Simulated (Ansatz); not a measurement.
# CH₃F₂Ga: basis-set convergence

How large a basis does CH₃F₂Ga need? Two functionals are run in growing sets.

Method: one geometry, several basis sets; program: Ansatz 0.2.0, Gaussian basis.

The runs, in order: PBE0-D4/def2-SVP; ωB97M-V/def2-SVP; PBE0-D4/def2-QZVPP; ωB97M-V/def2-QZVPP; the functionals' def2-TZVPP values are taken from earlier runs.

**1. The geometry**

An earlier PBE0-D4 in a triple-zeta def2 set relaxation fixed the geometry.

SMILES `[CH3][Ga]([F])[F]`, 7 atoms, charge 0, spin multiplicity 1.

Atoms are counted from 1 here; the program's logs count them from 0.

Bond lengths: C1–Ga2 1.935 Å, C1–H5 1.089 Å, C1–H6 1.090 Å, C1–H7 1.091 Å, Ga2–F3 1.747 Å, Ga2–F4 1.747 Å. Angles: Ga2–C1–H5 110.1°, Ga2–C1–H6 110.0°, Ga2–C1–H7 109.2°, H5–C1–H6 110.1°, H5–C1–H7 108.8°, H6–C1–H7 108.6°, C1–Ga2–F3 124.7°, C1–Ga2–F4 124.8°, F3–Ga2–F4 110.6°.

**2. PBE0-D4 in def2-SVP**

The input, in.yaml:

```yaml
crystal:
  periodic: [false, false, false]
  atoms:
    - {symbol: C, position_ang: [-0.332495, 0.860354, -0.249844]}
    - {symbol: Ga, position_ang: [0.330517, -0.884112, 0.260852]}
    - {symbol: F, position_ang: [1.366184, -1.190739, 1.634154]}
    - {symbol: F, position_ang: [-0.015081, -2.369889, -0.590878]}
    - {symbol: H, position_ang: [-1.261551, 0.758653, -0.809439]}
    - {symbol: H, position_ang: [-0.494762, 1.471429, 0.637555]}
    - {symbol: H, position_ang: [0.407188, 1.354314, -0.882410]}
basis:
  gaussian: {orbitals: def2-SVP}
hamiltonian: {xc: pbe0, dispersion: d4}
output: {orbitals: {seedname: orbitals}}
```

Further steps of the session: ωB97M-V in def2-SVP; PBE0-D4 in def2-QZVPP; ωB97M-V in def2-QZVPP.

**Question.** What will the summary of the whole plan be? Wanted: PBE0-D4: double and triple zeta above quadruple; ωB97M-V: double and triple zeta above quadruple.

The runs gave:

| quantity | value |
| --- | --- |
| PBE0-D4: double and triple zeta above quadruple | 16.40, 1.58 eV |
| ωB97M-V: double and triple zeta above quadruple | 16.53, 1.52 eV |

What this shows: PBE0-D4 gains 14.82 eV from double to triple zeta, then 1.58 eV more. These are total energies; as a rule much of such shifts cancels in differences, which this series doesn't test. The LUMO of ωB97M-V is positive and keeps falling with the basis (1.15 to 0.51 eV): an unbound level that the basis holds in place.
